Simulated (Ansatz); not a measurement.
# AlH₈NSi₂: one species, many methods

The task here is to estimate one member of a computed series from the others.

Computed with Ansatz 0.2.0, Gaussian basis. Level: functionals in def2-TZVPP, the program's frozen cores in correlated methods.

Plan: PBE-D4, r2SCAN-D4, PBE0-D4, B3LYP-D4, ωB97X-V, ωB97M-V, B2PLYP; CCSD(T)/def2-TZVPP; MP2/def2-QZVPP; extrapolation to the limit.

## The relaxed structure

All runs share one geometry, relaxed beforehand with PBE0-D4 in a triple-zeta def2 set.

SMILES `N[SiH]([AlH2])[SiH3]`, 12 atoms, charge 0, spin multiplicity 1.

Atoms are counted from 1 here; the program's logs count them from 0.

Bond lengths: N1–Si2 1.742 Å, N1–H5 1.009 Å, N1–H6 1.009 Å, Si2–Al3 2.468 Å, Si2–Si4 2.345 Å, Si2–H7 1.496 Å, Al3–H8 1.593 Å, Al3–H9 1.594 Å, Si4–H10 1.488 Å, Si4–H11 1.492 Å, Si4–H12 1.489 Å. Angles: Si2–N1–H5 118.0°, Si2–N1–H6 117.7°, H5–N1–H6 109.4°, N1–Si2–Al3 118.6°, N1–Si2–Si4 107.7°, N1–Si2–H7 107.1°, Al3–Si2–Si4 108.4°, Al3–Si2–H7 108.2°, Si4–Si2–H7 106.2°, Si2–Al3–H8 120.9°, Si2–Al3–H9 121.1°, H8–Al3–H9 118.1°, Si2–Si4–H10 112.9°, Si2–Si4–H11 109.9°, Si2–Si4–H12 109.4°, H10–Si4–H11 108.0°, H10–Si4–H12 108.9°, H11–Si4–H12 107.6°.

Set-up of the first run:

Input file in.yaml:

```yaml
crystal:
  periodic: [false, false, false]
  atoms:
    - {symbol: N, position_ang: [-0.694492, 1.869860, -0.255274]}
    - {symbol: Si, position_ang: [0.293276, 0.541959, 0.289800]}
    - {symbol: Al, position_ang: [-0.604112, -0.964505, 2.026001]}
    - {symbol: Si, position_ang: [0.854922, -0.745989, -1.588160]}
    - {symbol: H, position_ang: [-0.941220, 2.583267, 0.414356]}
    - {symbol: H, position_ang: [-1.497292, 1.653630, -0.826546]}
    - {symbol: H, position_ang: [1.575526, 1.125038, 0.794561]}
    - {symbol: H, position_ang: [0.307425, -2.099072, 2.673937]}
    - {symbol: H, position_ang: [-2.119618, -0.854132, 2.507638]}
    - {symbol: H, position_ang: [1.601976, 0.026849, -2.617590]}
    - {symbol: H, position_ang: [-0.382311, -1.284375, -2.224450]}
    - {symbol: H, position_ang: [1.682921, -1.907830, -1.160272]}
basis:
  gaussian: {orbitals: def2-TZVPP}
hamiltonian: {xc: pbe, dispersion: d4}
output: {forces: true, orbitals: {seedname: orbitals}}
```

Command:

```bash
$ ansatz run in.yaml --threads 4 --pin off --events-out ev --progress --plain --max-ram 10444MiB
```

Among the steps run: PBE-D4 (GGA); r2SCAN-D4 (meta-GGA); PBE0-D4 (hybrid); B3LYP-D4 (hybrid); ωB97X-V (range-separated); ωB97M-V (range-separated); B2PLYP (double hybrid); CCSD(T) in def2-TZVPP; MP2 in def2-QZVPP.

One table of the session follows, with a row left open; its other results are not shown here.

```
            method  atomisation energy (eV)
            PBE-D4                   35.669
         r2SCAN-D4                   35.793
           PBE0-D4                   35.450
          B3LYP-D4                   35.932
           ωB97X-V                   36.262
           ωB97M-V                        ?
            B2PLYP                   35.308
     HF/def2-TZVPP                   26.268
    MP2/def2-TZVPP                   34.601
   CCSD/def2-TZVPP                   34.530
CCSD(T)/def2-TZVPP                   34.897
           MP2/CBS                   35.666
       CCSD(T)/CBS                   35.962
```

Q: Estimate the row for ωB97M-V from the others.

As computed: atomisation energy (eV): 35.896. In the column «atomisation energy (eV)» it lies between r2SCAN-D4 (35.793) and B3LYP-D4 (35.932).
